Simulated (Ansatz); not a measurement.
# ClFH4O4W: vertical ionisation energy

An exercise on one series of results from a longer session: the logs are not shown, and one member is left open.

Computed with Ansatz 0.2.0, Gaussian basis. Level: unrestricted cation, the program's frozen cores in correlated methods.

Plan: UKS PBE-D4/def2-TZVPP; UKS r2SCAN-D4/def2-TZVPP; UKS PBE0-D4/def2-TZVPP; UKS B3LYP-D4/def2-TZVPP; UKS wB97X-V/def2-TZVPP; UKS wB97M-V/def2-TZVPP; UKS B2PLYP/def2-TZVPP; UHF-CCSD(T)/def2-TZVPP; UHF-MP2/def2-QZVPP; extrapolation to the limit; then −ε(HOMO) from the neutral's earlier runs with LDA (SPW92), PBE-D4, revPBE-D4, BLYP-D4, r2SCAN-D4, B97M-V, PBE0-D4, B3LYP-D4, r2SCANh-D4, r2SCAN0-D4, HSE06-D4, BHLYP-D4, CAM-B3LYP-D4, LC-ωPBE, ωB97X-V, ωB97M-V.

### The geometry

The geometry comes from an earlier relaxation with PBE0-D4 in a triple-zeta def2 set; it is a stationary point, not always the lowest conformer. W takes the def2 core potential; no spin-orbit term is included.

11 atoms, charge 0, spin multiplicity 1.

Atoms are counted from 1 here; the program's logs count them from 0.

Bond lengths: O1–W2 1.883 Å, O1–H8 0.963 Å, W2–O3 1.855 Å, W2–O4 1.867 Å, W2–O5 1.873 Å, W2–F6 1.891 Å, W2–Cl7 2.418 Å, O3–H9 0.962 Å, O4–H10 0.961 Å, O5–H11 0.961 Å. Angles: W2–O1–H8 117.3°, O1–W2–O3 100.0°, O1–W2–O4 88.3°, O1–W2–O5 98.9°, O1–W2–F6 82.3°, O1–W2–Cl7 171.2°, O3–W2–O4 91.0°, O3–W2–O5 161.1°, O3–W2–F6 92.4°, O3–W2–Cl7 80.7°, O4–W2–O5 90.2°, O4–W2–F6 170.4°, O4–W2–Cl7 100.4°, O5–W2–F6 89.5°, O5–W2–Cl7 80.5°, F6–W2–Cl7 89.0°, W2–O3–H9 125.7°, W2–O4–H10 125.5° and more.

Set-up of the first run:

in.yaml

```yaml
crystal:
  periodic: [false, false, false]
  atoms:
    - {symbol: O, position_ang: [0.231024, -1.924769, 0.026535]}
    - {symbol: W, position_ang: [-0.015071, -0.059260, 0.108035]}
    - {symbol: O, position_ang: [0.854402, 0.311077, 1.704422]}
    - {symbol: O, position_ang: [1.579774, 0.138315, -0.842648]}
    - {symbol: O, position_ang: [-0.994303, 0.172218, -1.471578]}
    - {symbol: F, position_ang: [-1.604649, -0.564769, 0.997988]}
    - {symbol: Cl, position_ang: [-0.654547, 2.257804, 0.373141]}
    - {symbol: H, position_ang: [-0.455828, -2.477770, 0.414490]}
    - {symbol: H, position_ang: [0.850940, 1.157003, 2.161463]}
    - {symbol: H, position_ang: [1.684383, 0.013518, -1.789279]}
    - {symbol: H, position_ang: [-1.476117, 0.976622, -1.682579]}
basis:
  gaussian: {orbitals: def2-TZVPP}
total_charge: 1
magnetization: {spin_polarized: true, initial_magnetization: 1}
hamiltonian: {xc: pbe, dispersion: d4}
```

On the command line:

```
$ ansatz run in.yaml --threads 2 --pin off --events-out ev --progress --plain --max-ram 32768MiB --backend cuda --devices 0, --max-vram 18GiB
```

Steps of the session up to this table: Cation, UKS PBE-D4/def2-TZVPP; Cation, UKS r2SCAN-D4/def2-TZVPP; Cation, UKS PBE0-D4/def2-TZVPP; Cation, UKS B3LYP-D4/def2-TZVPP; Cation, UKS wB97X-V/def2-TZVPP; Cation, UKS wB97M-V/def2-TZVPP; Cation, UKS B2PLYP (frozen core)/def2-TZVPP; Cation, UHF-CCSD(T)/def2-TZVPP; Cation, UHF-MP2/def2-QZVPP.

One table of the session follows, with a row left open; its other results are not shown here.

Orbital estimates, from the neutral's runs:

| functional | −ε(HOMO) (eV) |
| --- | --- |
| LDA (SPW92) | 7.23 |
| PBE-D4 | 7.03 |
| revPBE-D4 | 6.95 |
| BLYP-D4 | 6.89 |
| r2SCAN-D4 | 7.40 |
| B97M-V | 7.49 |
| PBE0-D4 | 8.51 |
| B3LYP-D4 | 8.24 |
| r2SCANh-D4 | 7.94 |
| r2SCAN0-D4 | 8.76 |
| HSE06-D4 | 8.10 |
| BHLYP-D4 | ? |
| CAM-B3LYP-D4 | 9.92 |
| LC-ωPBE | 11.32 |
| ωB97X-V | 10.94 |
| ωB97M-V | 10.80 |

Q: Estimate the row for BHLYP-D4 from the others.

Worked estimate for «−ε(HOMO) (eV)». Against the share of exact exchange, BLYP-D4 (0, 6.89), B3LYP-D4 (0.2, 8.24) give a slope of 6.75 per unit share; at 0.5 the line stands at 10.26.

As computed: −ε(HOMO) (eV): 9.87. In «−ε(HOMO) (eV)» the line misses by +0.39.
